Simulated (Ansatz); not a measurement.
# CuI: how the settings move a single-point run

Aim: see which settings change the result for CuI, by how much, and at what cost.

Computed with Ansatz 0.2.0 (reference: DFT, r2SCAN, plane waves, PAW, unless a step's input says otherwise).

## (1) The structure to begin with

The structure is cubic, space group F-43m (No. 216). The conventional cell has a = 6.024 Å, b = 6.024 Å, c = 6.024 Å, α = 90.00°, β = 90.00°, γ = 90.00°. Cu (site symmetry -43m) has 4 I at 2.61 Å as nearest neighbours. I (site symmetry -43m) has 4 Cu at 2.61 Å as nearest neighbours.

Structure file:

```xyz
2
Lattice="0.0000 3.0120 3.0120 3.0120 0.0000 3.0120 3.0120 3.0120 0.0000" Properties=species:S:1:pos:R:3 pbc="T T T"
Cu    0.0000    0.0000    0.0000
I     1.5060    1.5060    1.5060
```

## (2) The reference run

Contents of input.yaml:

```yaml
crystal:
  lattice:
    - [0.0, 3.0120291112, 3.0120291112]
    - [3.0120291112, 0.0, 3.0120291112]
    - [3.0120291112, 3.0120291112, 0.0]
  atoms:
    - { symbol: Cu, position: [0.0, 0.0, 0.0] }
    - { symbol: I, position: [0.25, 0.25, 0.25] }
kpoints:
  mp_grid: { grid: [6, 6, 6] }
hamiltonian:
  xc: r2scan
scf:
  occupations: { method: fixed }
  n_extra_bands: 4
output:
  forces: true
  stress: true
  eigenvalues: true
```

Started as:

```console
ansatz run input.yaml --threads 4 --pin off --max-ram 3686MiB --backend cpu --events-out ev --progress --plain --runs-dir out
```

## (3) Again, with occupations.method gaussian, occupations.width 0.05

input.yaml, as its differences from that of step 2:

```diff
@@ -13,3 +13,3 @@
 scf:
-  occupations: { method: fixed }
+  occupations: { method: gaussian, width: 0.05 }
   n_extra_bands: 4
```

## (4) Again, with occupations.method fermi_dirac, occupations.width 0.05

input.yaml, as its differences from that of step 2:

```diff
@@ -13,3 +13,3 @@
 scf:
-  occupations: { method: fixed }
+  occupations: { method: fermi_dirac, width: 0.05 }
   n_extra_bands: 4
```

## (5) Again, with ecutwfc 350

input.yaml, as its differences from that of step 2:

```diff
@@ -19 +19,3 @@
   eigenvalues: true
+basis:
+  ecutwfc: 350
```

## (6) Changing settings: n_extra_bands 24

input.yaml, as its differences from that of step 2:

```diff
@@ -14,3 +14,3 @@
   occupations: { method: fixed }
-  n_extra_bands: 4
+  n_extra_bands: 24
 output:
```

## (7) Changing settings: xc_grid 3

input.yaml, as its differences from that of step 2:

```diff
@@ -19 +19,3 @@
   eigenvalues: true
+basis:
+  xc_grid: 3
```

## (8) Changing settings: dispersion d4

input.yaml, as its differences from that of step 2:

```diff
@@ -12,2 +12,3 @@
   xc: r2scan
+  dispersion: d4
 scf:
```

Before running it: what results should come out? Wanted: for each run, ending; energy change; pressure; gap; force.

**Answer**, as computed:

```tsv
run	ending	energy change	pressure (GPa)	gap (eV)	force (eV/Å)	cycles	time
reference	converged	0	0.0	1.67	0.00	8	3.4 s
1: occupations.method gaussian, occupations.width 0.05	converged	0.0 meV/atom (σ→0)	0.0	1.67	0.00	8	3.4 s
2: occupations.method fermi_dirac, occupations.width 0.05	converged	0.0 meV/atom (σ→0)	0.0	1.67	0.00	8	3.4 s
3: ecutwfc 350	converged	+9.4 meV/atom	0.0	1.67	0.00	8	2.2 s
4: n_extra_bands 24	converged	0.0 meV/atom	0.0	1.67	0.00	8	4.8 s
5: xc_grid 3	converged	0.0 meV/atom	0.0	1.67	0.00	8	3.2 s
6: dispersion d4	converged	-132.3 meV/atom (with the dispersion term)	-0.7	1.67	0.00	8	3.4 s
```

Residual by cycle in the longest SCF loop of each run; runs are numbered as in the table. The quantity is the density residual dr2, in eV.

```tsv
cycle	reference	run 1	run 2	run 3	run 4	run 5	run 6
1	0.181	0.181	0.181	0.179	0.18	0.181	0.181
2	0.279	0.279	0.279	0.27	0.277	0.279	0.279
3	0.00362	0.00361	0.00361	0.00282	0.00355	0.00362	0.00362
4	0.00168	0.0017	0.0017	0.00132	0.00188	0.00168	0.00168
5	2.0e-4	2.0e-4	2.0e-4	1.6e-4	2.2e-4	2.0e-4	2.0e-4
6	5.0e-7	5.7e-7	5.7e-7	3.9e-7	6.8e-7	5.0e-7	5.0e-7
7	1.5e-8	1.4e-8	1.4e-8	1.1e-8	7.9e-9	1.5e-8	1.5e-8
8	1.3e-10	9.5e-11	9.4e-11	1.2e-10	9.5e-11	1.3e-10	1.3e-10
```

**Reading.** Run 3 ran under the cutoff that the potentials recommend, as the log warns, so basis error is mixed into its values. Of the variants the dearest is «n_extra_bands 24» (4.8 s), the cheapest «ecutwfc 350» (2.2 s), on a shared host. The gap of the reference lacks spin-orbit coupling, though the cell holds I.

The gaps are Kohn-Sham values of a semilocal functional, not quasiparticle or optical gaps.
